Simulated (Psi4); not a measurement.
# UBCCD(T)/LANL2DZ (density fitting, core potential, Cartesian functions) run of InHCl2 (InCl2H)

What is the energy difference between two shapes of InHCl2 (InCl2H) at UBCCD(T)/LANL2DZ (density fitting, core potential, Cartesian functions)? 

The results are computed with Psi4 1.11.

### 1 The molecule

InHCl2 has 4 atoms, charge 0, and is taken as a singlet. As SMILES, `[H][In]([Cl])[Cl]`. Geometry: a GFN2-xTB relaxation, a rough one for these elements and not checked as a minimum.

Bond lengths: In1–Cl2 2.286 Å, In1–Cl3 2.286 Å, In1–H4 1.709 Å. Angles: Cl2–In1–Cl3 113.5°, Cl2–In1–H4 123.2°, Cl3–In1–H4 123.2°.

### 2 The energy at UBCCD(T)/LANL2DZ (density fitting, core potential, Cartesian functions)

The input, job.in:

```
memory 1.6 GB

molecule {
  0 1
  In    -0.101990    -0.171200     0.000100
  Cl     2.182270    -0.073550     0.013530
  Cl    -1.103820     1.883910    -0.015020
  H     -0.976460    -1.639160     0.001390
  units angstrom
}

set basis LANL2DZ
set reference uhf
set scf_type df
set num_frozen_docc 0

result, w = energy("bccd(t)", return_wfn=True)
print_variables()
```

Launch:

```sh
$ psi4 -i job.in -o job.out -n 1
```

job.out:

```text
[...]
    !!!  WARNING: ECP capability is in beta. Please check occupations closely.  !!!
[...]
  Running in c1 symmetry.
[...]
  Nuclear repulsion =   19.530347200213217
[...]
  Multiplicity = 1
[...]
  Nalpha       = 9
  Nbeta        = 9
[...]
    Number of basis functions: 26
[...]
   @DF-UHF iter   1:   -31.81430054785316   -3.29085e+00   1.14941e-02 DIIS/ADIIS
[...]
   @DF-UHF iter  10:   -31.88397910370109   -1.65201e-12   5.63894e-09 DIIS
[...]
   @S^2 Observed:               -1.421085472E-14
[...]
    Orbital Energies [Eh]
    ---------------------
    Alpha Occupied:
       1A     -1.074629     2A     -1.060906     3A     -0.595162
       4A     -0.506841     5A     -0.496720     6A     -0.479613
       7A     -0.463512     8A     -0.456959     9A     -0.452951
    Alpha Virtual:
      10A      0.009284    11A      0.047779    12A      0.094811
      13A      0.164493    14A      0.227592    15A      0.306723
      16A      0.319956    17A      0.896038    18A      0.938943
      19A      0.946361    20A      0.953435    21A      0.961960
      22A      0.998577    23A      1.255169    24A      6.355349
      25A      6.852318    26A     11.748537
[...]
  @DF-UHF Final Energy:   -31.88397910370109
   => Energetics <=
    Nuclear Repulsion Energy =             19.5303472002132175
    One-Electron Energy =                 -91.6540649513293317
    Two-Electron Energy =                  40.2397386474150309
    Total Energy =                        -31.8839791037010869
  UHF NO Occupations:
  HONO-2 :    7  A 2.0000000
  HONO-1 :    8  A 2.0000000
[...]
 Multipole Moments:
 ------------------------------------------------------------------------------------
     Multipole            Electronic (a.u.)      Nuclear  (a.u.)        Total (a.u.)
 ------------------------------------------------------------------------------------
 L = 1.  Multiply by 2.5417464519 to convert [e a0] to [Debye]
 Dipole X            :         -7.9800802            7.2651125           -0.7149676
 Dipole Y            :        -13.3957165           12.1955890           -1.2001275
 Dipole Z            :          0.0101923           -0.0093394            0.0008529
 Magnitude           :                                                    1.3969558
[...]
      * MP2 total energy                      =  -31.975494682305385
[...]
      * CCSD total energy                     =  -31.992493686826617
[...]
      * CCSD total energy                     =  -31.992036125088820
[...]
      * MP2 total energy                      =  -31.979501005747949
[...]
      * CCSD total energy                     =  -31.992038553323709
[...]
      * CCSD(T) total energy                     =  -31.994514606206600
[...]
```

It took 14 s on 1 thread of Intel Xeon Platinum 8259CL at 2.50GHz (Skylake/Cascade Lake), shared host; peak memory 0.19 GiB.

### 3 The distorted shape

The input, cl2hin.dat:

```
memory 1.6 GB

molecule {
  0 1
  In
  Cl 1 2.310316
  Cl 1 2.361508 2 110.91349
  H 1 1.780821 2 127.21695 3 -173.00205
  units angstrom
}

set globals {
  basis           LANL2DZ
  reference       uhf
  scf_type        df
  num_frozen_docc 0
}

e, wfn = energy('bccd(t)', return_wfn=True)
```

Launch:

```sh
$ psi4 cl2hin.dat cl2hin.out -n 1
```

cl2hin.out:

```text
[...]
    !!!  WARNING: ECP capability is in beta. Please check occupations closely.  !!!
[...]
  Running in c1 symmetry.
[...]
  Nuclear repulsion =   19.175759296118024
[...]
  Multiplicity = 1
[...]
  Nalpha       = 9
  Nbeta        = 9
[...]
    Number of basis functions: 26
[...]
   @DF-UHF iter   1:   -31.80666550935339   -3.30006e+00   1.18822e-02 ADIIS/DIIS
[...]
   @DF-UHF iter  10:   -31.88289488943191   -4.56524e-12   9.24162e-09 DIIS
[...]
   @S^2 Observed:                1.776356839E-15
[...]
    Orbital Energies [Eh]
    ---------------------
    Alpha Occupied:
       1A     -1.070083     2A     -1.051815     3A     -0.588023
       4A     -0.500949     5A     -0.490137     6A     -0.476187
       7A     -0.457991     8A     -0.453537     9A     -0.449089
    Alpha Virtual:
      10A      0.002013    11A      0.034874    12A      0.087690
      13A      0.163297    14A      0.227559    15A      0.290109
      16A      0.308264    17A      0.898728    18A      0.930966
      19A      0.946828    20A      0.956538    21A      0.966835
      22A      1.000456    23A      1.250173    24A      6.196975
      25A      6.738906    26A     11.778906
[...]
  @DF-UHF Final Energy:   -31.88289488943191
   => Energetics <=
    Nuclear Repulsion Energy =             19.1757592961180237
    One-Electron Energy =                 -91.0416891199340910
    Two-Electron Energy =                  39.9830349343841505
    Total Energy =                        -31.8828948894319097
  UHF NO Occupations:
  HONO-2 :    7  A 2.0000000
  HONO-1 :    8  A 2.0000000
[...]
 Multipole Moments:
 ------------------------------------------------------------------------------------
     Multipole            Electronic (a.u.)      Nuclear  (a.u.)        Total (a.u.)
 ------------------------------------------------------------------------------------
 L = 1.  Multiply by 2.5417464519 to convert [e a0] to [Debye]
 Dipole X            :          0.4011458           -0.2946359            0.1065099
 Dipole Y            :        -14.0219407           12.6615893           -1.3603514
 Dipole Z            :         -8.9424791            8.1822348           -0.7602443
 Magnitude           :                                                    1.5620088
[...]
      * MP2 total energy                      =  -31.975818894347245
[...]
      * CCSD total energy                     =  -31.993634208535511
[...]
      * CCSD total energy                     =  -31.993135444269292
[...]
      * MP2 total energy                      =  -31.980134634135982
[...]
      * CCSD total energy                     =  -31.993138337560300
[...]
      * CCSD(T) total energy                     =  -31.995792896818006
[...]
```

It took 7.5 s on 1 thread of Intel Xeon Platinum 8259CL at 2.50GHz (Skylake/Cascade Lake), shared host; peak memory 0.2 GiB.

### 4 Summary of results

At UBCCD(T)/LANL2DZ (density fitting, core potential, Cartesian functions):

```
                                              quantity         value
                             first shape: total energy  -31.99451 Eh
      first shape: HOMO energy (Hartree–Fock orbitals)     -12.33 eV
      first shape: LUMO energy (Hartree–Fock orbitals)       0.25 eV
    first shape: HOMO–LUMO gap (Hartree–Fock orbitals)      12.58 eV
                       first shape: correlation energy    -110.5 mEh
                         distorted shape: total energy  -31.99579 Eh
  distorted shape: HOMO energy (Hartree–Fock orbitals)     -12.22 eV
  distorted shape: LUMO energy (Hartree–Fock orbitals)       0.05 eV
distorted shape: HOMO–LUMO gap (Hartree–Fock orbitals)      12.28 eV
                   distorted shape: correlation energy    -112.9 mEh
                energy change with the atoms displaced     -0.035 eV
```

What this shows: With the atoms displaced the energy falls by 0.03 eV (3.4 kJ/mol). The first shape isn't relaxed at this level, so the change isn't measured from a minimum.
